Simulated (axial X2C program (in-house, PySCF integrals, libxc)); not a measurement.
# PrH: the levels of the configuration f3 s1 d(πδ)0

Which Ω levels does PrH have in the configuration f3 s1 d(πδ)0, and how far apart?

The runs use an in-house X2C program for linear molecules on PySCF integrals; two-component X2C, average-of-configuration Hartree–Fock and CI in the open shells.

All values are calculated.

### Step 1. The job

Contents of task.json:

```json
{
 "zs": [
  59,
  1
 ],
 "q": 0,
 "bas": [
  "dyall-v4z",
  "dyall-v4z"
 ],
 "r0": 1.93,
 "metal": 0,
 "shells": [
  [
   3,
   [
    0,
    1,
    2,
    3
   ],
   3
  ],
  [
   0,
   [
    0
   ],
   1
  ],
  [
   2,
   [
    1,
    2
   ],
   0
  ]
 ],
 "fix": 0,
 "emax": 2.2,
 "nroots": 4
}
```

Keys: zs atomic numbers; q charge; bas basis sets; r0 starting distance in Å; metal index of the metal atom; shells open shells as [l, |m| values, electrons]; fix electron count of the first shell held; emax energy window in eV; nroots roots for each Ω.

Started as:

```
$ python soci.py task.json out
```

Two-component X2C with atomic mean-field Coulomb and Gaunt terms, basis Pr dyall-v4z, H dyall-v4z (cores contracted in-house). Orbitals come from Hartree–Fock averaged over the configuration Pr f3 s1 d(πδ)0; CI then distributes these electrons over the f, s, d(πδ) shells of Pr.

### Step 2. CI at R = 2.226 Å

Q: Predict the outcome of this session. Wanted: lowest level of the model; next level; lowest curve, Re and ωe.

**Answer**, as computed:

| quantity | value |
| --- | --- |
| lowest level of the model | Ω = 4, g∥ = 4.58, 100% f3 s1 |
| next level | Ω = 3, 162 cm⁻¹ higher |
| lowest curve, Re and ωe | 2.236 Å, 1186.6 cm⁻¹ |

**Reading.** In the lowest level ⟨Sz⟩ = -1.71 and ⟨Lz⟩ = 5.71; its leading determinant has weight 0.44 among 657. From 2.226 to 2.627 Å the gap from the lowest to the fifth level goes from 399 to 375 cm⁻¹. Without dynamic correlation distances can be off by several hundredths of an Å, and the wavenumbers are rough. Dynamic correlation is missing, so gaps between terms are too wide and other configurations may lie lower; the lowest level listed is that of this model, not necessarily the ground state. At most 4 roots were kept for each Ω > 0 (twice that for Ω = 0) within 2.2 eV of the lowest, so higher up levels can be missing between those listed; levels with Ω > 0 are doubly degenerate and listed once, Ω = 0 levels singly. States that fill the shells left empty in the average are placed too high.
